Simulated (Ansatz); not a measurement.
Crystal: NbTe.

```
CELL_PARAMETERS angstrom
3.70297 0.00000 0.00000
-1.85149 3.20687 0.00000
0.00000 0.00000 3.69421
ATOMIC_POSITIONS crystal
Te 0.66667 0.33333 0.00000
Nb 0.00000 0.00000 0.50000
```

The cell comes from a database or a generator and needn't be the stable form of this composition.

* Program: Ansatz 0.2.0
* Task: relaxation of cell and atoms
* Functional: PBEsol
* Dispersion: D3(BJ)
* Potentials or basis: Ansatz PAW
* Cutoff: 420 eV (not typed: the program's choice for these potentials)
* k mesh: 8 × 8 × 7
* Occupations: fermi-dirac, width 0.05 eV
* Spin: no spin polarisation

At the start: volume 21.93 Å³/atom.

Task: How do energy, volume and symmetry change on relaxing?

Result: It ends after 6 steps and the volume is 20.15 Å³/atom (-8.1 %); space group P-6m2 (No. 187, to 0.05 Å).

The path:
| step | energy change (eV) | largest force (eV/Å) | volume (Å³) |
| --- | --- | --- | --- |
| 1 | 0.0000 | 0.0000 | 43.87 |
| 2 | -0.0461 | 0.0000 | 38.10 |
| 3 | -0.1165 | 0.0000 | 40.54 |
| 4 | -0.1193 | 0.0000 | 40.40 |
| 5 | -0.1196 | 0.0000 | 40.31 |
| 6 | -0.1189 | 0.0000 | 40.31 |

Final structure:
```
Te Nb
1.0
     3.56844    0.00000    0.00000
    -1.78422    3.09036    0.00000
     0.00000    0.00000    3.65527
Te Nb
1 1
Direct
  0.66667 0.33333 0.00000
  0.00000 0.00000 0.50000
```

Caveat: the plane-wave basis is chosen anew once the cell has moved, so the energies of steps on either side of that aren't comparable; pairwise dispersion overbinds metals, which lowers pressure and volume; the PAW data sets come from PBE, with cores solved anew for the run's functional, which leaves a small shift of forces and pressure.
